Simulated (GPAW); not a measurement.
Input of a GPAW 26.7.0 run:

run.py

```python
from ase.dft.bandgap import bandgap
from ase.io import read, write
from ase.units import GPa
from gpaw import GPAW, PW

atoms = read('POSCAR')

calc = GPAW(mode=PW(800),
            xc='PBE',
            kpts={'size': (7, 5, 4), 'gamma': True},
            occupations={'name': 'fermi-dirac', 'width': 0.05},
            nbands=57,
            convergence={'density': 1e-05, 'energy': 1e-05},
            maxiter=150,
            txt='gpaw.txt')
atoms.calc = calc
energy = atoms.get_potential_energy()
forces = atoms.get_forces()
stress = atoms.get_stress()
calc.write('gs.gpw')
write('result.traj', atoms)
print(f'Energy: {energy:.6f} eV')
print('Forces (eV/A):')
print(forces.round(4))
print('Stress (GPa):', (stress / GPa).round(3))
print('Fermi level:', round(calc.get_fermi_level(), 4), 'eV')
print(f'Gap: {bandgap(calc)[0]:.4f} eV, direct: {bandgap(calc, direct=True)[0]:.4f} eV')

path = atoms.cell.bandpath('GXSYGZURTZ,YT,UX,SR', npoints=60, eps=1e-4)
bs_calc = calc.fixed_density(kpts=path, symmetry='off', nbands=79,
                             convergence={'bands': 'CBM+6.0', 'eigenstates': 1e-6}, txt='bands.txt')
bs = bs_calc.band_structure()
bs.write('bs.json')
print(f'Gap on the path: {bandgap(bs_calc)[0]:.4f} eV')
```

File POSCAR:

```
BPd4
1.0
    2.8920299704      0.0000000000      0.0000000000
    0.0000000000      4.3650077954      0.0000000000
    0.0000000000      0.0000000000      5.8563150000
Pd B
4 1
Direct
    0.5000000000      0.0000000000      0.1975780000
    0.0000000000      0.0000000000      0.6194700000
    0.0000000000      0.5000000000      0.3291640000
    0.5000000000      0.5000000000      0.8675610000
    0.5000000000      0.0000000000      0.8632270000
```

Potentials or basis: GPAW PAW data sets (gpaw-data 1.2.1), pw.

The run is started by

```bash
$ OMP_NUM_THREADS=1 python run.py
```

(1) What does it give for the band gap along the path?

(2) Estimate the pressure.

Answers

(1) none (metal or under the smearing width).

(2) -1.0 GPa.
